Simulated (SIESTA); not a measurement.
PtRh3:

```
Pt Rh
1.0
    -1.91916    1.91916    3.84464
     1.91916   -1.91916    3.84464
     1.91916    1.91916   -3.84464
Pt Rh
1 3
Direct
  0.00000 0.00000 0.00000
  0.50000 0.50000 0.00000
  0.25000 0.75000 0.50000
  0.75000 0.25000 0.50000
```

The cell comes from a database or a generator and needn't be the stable form of this composition.

```yaml
Program: SIESTA 5.4.2
Task: single point
Functional: PBEsol
Potentials_or_basis: PseudoDojo 0.4 standard (PBEsol files)
Basis: DZP (energy shift 0.003 Ry; two zetas on semicore shells)
Grid_cutoff: 800 Ry
Energy_shift: 0.003 Ry
k_mesh: 10 × 10 × 10
Occupations: fermi-dirac, width 0.05 eV
Spin: no spin polarisation
```

On this cell: pressure -1.7 GPa; largest force under 0.003 eV/Å; band gap on the k mesh none (metal or under the smearing width).

The same run follows on a disturbed copy (atoms moved at random, drawn with an rms of 0.05 Å):

```xyz
4
Lattice="-1.9192 1.9192 3.8446 1.9192 -1.9192 3.8446 1.9192 1.9192 -3.8446" Properties=species:S:1:pos:R:3 pbc="T T T"
Pt   -0.0192    0.0280    0.0026
Rh    0.0031   -0.0259    3.8291
Rh    1.8863   -0.0271    1.9694
Rh    0.0159    1.9077    1.9111
```

Task: What changes?

Result: The energy (extrapolated to zero smearing) moves by +12.9 meV/atom; pressure -1.0 GPa; largest force 0.871 eV/Å; band gap on the k mesh none (metal or under the smearing width).

Forces in eV/Å, atoms in the order of the input:
```
Pt   0.235 -0.794  0.269
Rh  -0.255  0.410  0.377
Rh   0.429  0.334 -0.675
Rh  -0.404  0.050  0.029
```

Stress tensor (GPa, compression positive):
```
-1.14 -0.06  0.05
-0.06 -0.86 -0.21
 0.05 -0.21 -1.02
```

Caveats: short orbitals over semicore shells can move pressures by several GPa; the basis of atomic orbitals isn't converged, which shifts pressures, moduli and gaps.
